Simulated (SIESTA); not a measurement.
The system is Ti2Rh.

```xyz
3
Lattice="-1.5260 1.5260 4.9080 1.5260 -1.5260 4.9080 1.5260 1.5260 -4.9080" Properties=species:S:1:pos:R:3 pbc="T T T"
Rh    0.0000    0.0000    0.0000
Ti    0.0000    0.0000    3.3219
Ti    0.0000    0.0000    6.4940
```

The cell comes from a database or a generator and needn't be the stable form of this composition.

| Item | Value |
| --- | --- |
| Program | SIESTA 5.4.2 |
| Task | single point |
| Functional | PBEsol |
| Potentials or basis | PseudoDojo 0.4 standard (PBEsol files) |
| Basis | DZP (energy shift 0.003 Ry; two zetas on semicore shells) |
| Grid cutoff | 800 Ry |
| Energy shift | 0.003 Ry |
| k mesh | 12 × 12 × 12 |
| Occupations | fermi-dirac, width 0.05 eV |
| Spin | no spin polarisation |

On this cell: pressure -3.5 GPa; largest force 0.032 eV/Å; band gap on the k mesh none (metal or under the smearing width).

The same run follows on a disturbed copy (atoms moved at random, drawn with an rms of 0.05 Å):

```
Rh Ti
1.0
    -1.52600    1.52600    4.90797
     1.52600   -1.52600    4.90797
     1.52600    1.52600   -4.90797
Rh Ti
1 2
Direct
  0.99034 0.00064 0.98764
  0.33760 0.34528 0.00066
  0.65895 0.66384 0.99180
```

Q: What changes?

A: The energy (extrapolated to zero smearing) moves by +1.3 meV/atom; pressure -3.6 GPa; largest force 0.186 eV/Å; band gap on the k mesh none (metal or under the smearing width).

Forces in eV/Å, atoms in the order of the input:
```
Rh   0.043  0.116  0.139
Ti  -0.134 -0.119  0.022
Ti   0.090  0.002 -0.160
```

Stress tensor (GPa, compression positive):
```
-3.32  0.02 -0.22
 0.02 -3.32 -0.10
-0.22 -0.10 -4.20
```

Caveats: the basis of atomic orbitals isn't converged, which shifts pressures, moduli and gaps.
